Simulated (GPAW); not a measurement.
Crystal: HfB.

```
Hf B
1.0
     0.00000    2.31000    2.31000
     2.31000    0.00000    2.31000
     2.31000    2.31000    0.00000
Hf B
1 1
Direct
  0.50000 0.50000 0.50000
  0.00000 0.00000 0.00000
```

Base run:

| Quantity | Value |
| --- | --- |
| Program | GPAW 26.7.0 |
| Functional | r2SCAN |
| Potentials or basis | GPAW PAW data sets (gpaw-data 1.2.1) |
| Cutoff | 800 eV |
| Basis | pw |
| k mesh | 10 × 10 × 10 |
| Occupations | fermi-dirac, width 0.05 eV |
| Spin | no spin polarisation |
| Hubbard terms | Hf d U = 2 eV |

Its results: band gap on the k mesh none (metal or under the smearing width); pressure 39.1 GPa.

After a change of settings the same cell gave: band gap on the k mesh none (metal or under the smearing width); pressure 42.9 GPa. Which change was it?
A. hubbard terms from Hf d U = 2 eV to none
B. hubbard terms from Hf d U = 2 eV to Hf d U = 1 eV
C. hubbard terms from Hf d U = 2 eV to Hf d U = 3 eV

C.

Caveats: a pressure of tens of GPa on the cell as given is suspect, and the run, the potentials or the cell itself is likely at fault; the PAW data sets were made with another functional, which shifts forces and pressure a little; U without spin polarisation on a metal has little footing; the U is typed as a test and isn't derived for this compound.
